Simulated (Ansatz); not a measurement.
# Pt3Rh, space group Pm-3m: an all-electron LAPW single point

With Ansatz 0.2.0, Python API.

The cells in order, each with its output:

**Cell 1**
```python
import warnings

import ansatz
import numpy as np
```

**Cell 2**
```python
config = {
    "xc": "PBEsol",
    "kmesh": (7, 7, 7),
}
```

**Cell 3**
```python
warnings.simplefilter("ignore", ansatz.DeckWarning)

xtal = (
    ansatz.Lattice.cubic(3.90986899)
    .space_group(221)
    .atom("Rh", (0.5, 0.5, 0.5))
    .atom("Pt", (0.5, 0.0, 0.0))
)
```

**Cell 4**
```python
xtal.resolved().tree()["lattice"]
```
Output:
```text
((3.90986899, 0.0, 0.0), (2.394104271844497e-16, 3.90986899, 0.0),
 (2.394104271844497e-16, 2.394104271844497e-16, 3.90986899))
```

**Cell 5**
```python
job = xtal.calculation()
job = job.functional(config["xc"])
job = job.kpoints(*config["kmesh"])
job = job.occupations(ansatz.OccupationsMethod.FERMI_DIRAC, width=150 * ansatz.meV).pseudopotentials("all_electron", lapw=True)
job = job.density_of_states(energy_step=0.1)
res = job.run()
report = res.report
```

**Cell 6**
```python
res.lattice.cell_ang
```
Output:
```text
array([[3.90986899e+00, 0.00000000e+00, 0.00000000e+00],
       [2.39410427e-16, 3.90986899e+00, 0.00000000e+00],
       [2.39410427e-16, 2.39410427e-16, 3.90986899e+00]])
```

**Cell 7**
```python
{key: value for key, value in report.items() if isinstance(value, (int, float)) and "ev" in key}
```
Output:
```text
{'gap_by_band_count_ev': -1.7304470968489127,
 'fermi_energy_ev': 27.301703905034348,
 'harris_foulkes_ev': -1632577.9101892556,
 'free_energy_ev': -1632577.910189191,
 'internal_energy_ev': -1632577.4499396388,
 'lagrangian_ev': -1632577.910189191,
 'energy_sigma0_ev': -1632577.680064415,
 'lagrangian_sigma0_ev': -1632577.680064415,
 'lagrangian_above_aufbau_ev': -0.2559470784687804,
 'entropy_ts_ev': 0.46024955224517855,
 'loop_fermi_energy_ev': 27.301703905034348,
 'occupations_fermi_energy_ev': 27.30170390502592}
```

**Cell 8**
```python
report["published_state_doubts"]
```
Output:
```text
[]
```

**Cell 9**
```python
energy = report["free_energy_ev"]
print("Pt3Rh: {:.6f} eV = {:.6f} Ry = {:.6f} Ha".format(energy, energy / 13.605693, energy / 27.211386))
print("Fermi level {:.4f} eV, {} k-points, {} symmetry operations".format(report["fermi_energy_ev"], report["n_kpoints"], report["n_symmetry_ops"]))
```
Output:
```text
Pt3Rh: -1632577.910189 eV = -119992.264282 Ry = -59996.132141 Ha
Fermi level 27.3017 eV, 20 k-points, 48 symmetry operations
```

**Cell 10**
```python
print(len(report["kpoints_frac"]), "irreducible k-points (fractions, weight)")
for k, weight in list(zip(report["kpoints_frac"], report["kweights"]))[:8]:
    print("  {:8.4f} {:8.4f} {:8.4f}".format(*k), f"{weight:10.6f}")

dos = res.density_of_states()
energy = np.asarray(dos.energies_ev) - dos.fermi_ev
states, count = np.asarray(dos.spin_summed_g_bin_mean_per_ev), np.asarray(dos.spin_summed_integrated)
g_fermi = float(np.interp(0.0, energy, states))
print(f"g(E_F) = {g_fermi:.3f} states/eV per cell")
# Sommerfeld coefficient of bare band electrons: pi^2 k_B^2 g / 3
gamma = np.pi ** 2 / 3 * 8.617333e-5 ** 2 * g_fermi * 96485.33e3 / len(res.lattice.sites)
print(f"bare Sommerfeld coefficient {gamma:.2f} mJ/(mol of atoms K^2)")
for low, high in ((-10, -6), (-6, -3), (-3, 0), (0, 3)):
    print(f"states between {low} and {high} eV: {np.interp(high, energy, count) - np.interp(low, energy, count):.3f}")
```
Output:
```text
20 irreducible k-points (fractions, weight)
    0.0000   0.0000   0.0000   0.002915
    0.0000   0.0000   0.1429   0.017493
    0.0000   0.0000   0.2857   0.017493
    0.0000   0.0000   0.4286   0.017493
    0.0000   0.1429   0.1429   0.034985
    0.0000   0.1429   0.2857   0.069971
    0.0000   0.1429   0.4286   0.069971
    0.0000   0.2857   0.2857   0.034985
g(E_F) = 8.396 states/eV per cell
bare Sommerfeld coefficient 4.95 mJ/(mol of atoms K^2)
states between -10 and -6 eV: 5.367
states between -6 and -3 eV: 17.677
states between -3 and 0 eV: 16.126
states between 0 and 3 eV: 5.647
```

**Cell 11**
```python
print(job.to_yaml())
```
Output:
```text
crystal:
  lattice:
    bravais: cubic
    a: 3.90986899
  space_group: 221
  atoms:
    - { symbol: Rh, position: [0.5, 0.5, 0.5] }
    - { symbol: Pt, position: [0.5, 0.0, 0.0] }
kpoints:
  mp_grid:
    grid: [7, 7, 7]
hamiltonian:
  xc: pbesol
  pseudopotentials:
    kind: all_electron
    lapw: {}
scf:
  occupations:
    method: fermi_dirac
    width: 0.15
output:
  dos:
    de: 0.1
```

**Cell 12**
```python
errors = report["lapw_basis_errors"]
print(f"estimated basis error {1000 * errors['total_ev_per_atom']:.3f} meV/atom, target {1000 * errors['basis_error_target_ev_per_atom']:.3f}")
for sphere in errors["spheres"]:
    print(f"  {sphere['species']:2s} muffin-tin radius {sphere['muffin_tin_radius_ang']:.3f} A, core shells {sphere['core_shells']}")
```
Output:
```text
estimated basis error 0.053 meV/atom, target 0.250
  Rh muffin-tin radius 1.382 A, core shells 5
  Pt muffin-tin radius 1.382 A, core shells 8
```

All-electron totals depend on functional, relativistic treatment and basis; only differences at equal settings carry meaning. For a metal this k-point mesh is coarse: on a finer one energies can move by several to tens of meV an atom and pressures by half a GPa or more, differences at one mesh by less. Only differences from the Fermi energy are physical; the zero of the scale is a convention. The smearing is wide enough that free energy and stress hold a thermal part of the electrons. A gap by band count of zero or less means overlapping bands, a metal, and at an odd count of electrons it is no gap at all. The structure comes from a database of computed cells and needn't be a stable or known phase. Levels are Kohn-Sham eigenvalues on this mesh, without spin-orbit coupling. The density of states is complete only as far up as bands were computed. Hardware and time: 65 s on 1 thread of Arm Neoverse V2, with other jobs on the host, peak memory 0.71 GiB.

(Lines on the test bed's own set-up are left out of the output.)
